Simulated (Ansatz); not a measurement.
Geometry optimisation, DFT PBE, scalar-relativistic, plane waves, PAW in Ansatz.

Input file:

```yaml
crystal:
  lattice:
    - [5.70406, 0.0, 0.0]
    - [-2.85203, 4.939861, 0.0]
    - [0.0, 0.0, 15.20114]
  atoms:
    - { symbol: W, position: [0.0, 0.0, 0.0657845] }
    - { symbol: C, position: [0.3333333, 0.1666667, 0.1579079] }
    - { symbol: W, position: [0.0, 0.0, 0.2500312] }
    - { symbol: C, position: [0.3333333, 0.1666667, 0.3421546] }
    - { symbol: W, position: [0.0, 0.5, 0.0657845] }
    - { symbol: C, position: [0.3333333, 0.6666667, 0.1579079] }
    - { symbol: W, position: [0.0, 0.5, 0.2500312] }
    - { symbol: C, position: [0.3333333, 0.6666667, 0.3421546] }
    - { symbol: W, position: [0.5, 0.0, 0.0657845] }
    - { symbol: C, position: [0.8333333, 0.1666667, 0.1579079] }
    - { symbol: W, position: [0.5, 0.0, 0.2500312] }
    - { symbol: C, position: [0.8333333, 0.1666667, 0.3421546] }
    - { symbol: W, position: [0.5, 0.5, 0.0657845] }
    - { symbol: C, position: [0.8333333, 0.6666667, 0.1579079] }
    - { symbol: W, position: [0.5, 0.5, 0.2500312] }
    - { symbol: C, position: [0.8333333, 0.6666667, 0.3421546] }
    - { symbol: O, position: [0.5097737, 0.4977317, 0.4026764] }
basis:
  ecutwfc: 420.0
kpoints:
  mp_grid: { grid: [2, 2, 1] }
hamiltonian:
  xc: pbe
  pseudopotentials: { kind: paw, azcp: { folder: soft_1 } }
scf:
  occupations: { method: fermi_dirac, width: 0.05 }
  lower_state_search: "off"
relax:
  f_tol: 0.08
  max_steps: 25
  adjacent_minimum: "off"
  constraints: [{ sites: [0, 4, 8, 12] }]
output:
  write_density: true
  write_potential: true
  elf: true
  volumetric_format: npy
```

Command:

```bash
$ ansatz run input.yaml --threads 1 --pin off --max-ram 3072MiB --backend cpu --events-out ev --progress --plain --runs-dir out
```

Question: Where does it end, and by what steps?

Answer: The forces met the threshold. The force dipped under the threshold on the way, but the program's further checks kept it going. Limits of this set-up: coarse k mesh, thin slab, slab without dipole correction. After 16 steps the energy has fallen by 4.610 eV; O17 moved furthest, 1.69 Å. Parted: W15–O17 (2.32 → 3.27 Å).

```csv
step,energy less start (eV),largest force component (eV/Å),accepted
0,0.0000,5.033,yes
1,-2.0256,1.163,yes
2,-2.2484,1.041,yes
3,-2.4347,1.496,yes
4,-2.8021,1.223,yes
5,-3.3382,1.335,yes
6,-3.5190,4.537,yes
7,-3.9223,1.900,yes
8,-4.1669,0.596,yes
9,-4.2466,0.914,yes
10,-4.3514,1.065,yes
11,-4.4581,0.752,yes
12,-4.5546,0.302,yes
13,-4.5885,0.248,yes
14,-4.6074,0.182,yes
15,-4.6103,0.033,yes
16,-4.6103,0.032,yes
```

```xyz
17
Lattice="5.7041 0.0000 0.0000 -2.8520 4.9399 0.0000 0.0000 0.0000 15.2011" Properties=species:S:1:pos:R:3
W 0.000 0.000 1.000
C 1.404 0.836 2.328
W 0.000 0.028 3.863
C 1.401 0.837 5.034
W -1.426 2.470 1.000
C 0.000 3.268 2.328
W -1.403 2.456 3.862
C -0.001 3.264 5.033
W 2.852 0.000 1.000
C 4.300 0.836 2.329
W 2.852 -0.001 3.916
C 4.301 0.837 5.034
W 1.426 2.470 1.000
C 2.851 3.293 2.379
W 1.401 2.455 3.862
C 2.856 3.289 5.503
O 2.852 3.293 6.668
```

Whether the end is a true minimum wasn't checked by a vibrational analysis.

Run time: 3 min on 1 thread of Arm Neoverse V1 (shared host), peak memory 0.65 GiB.
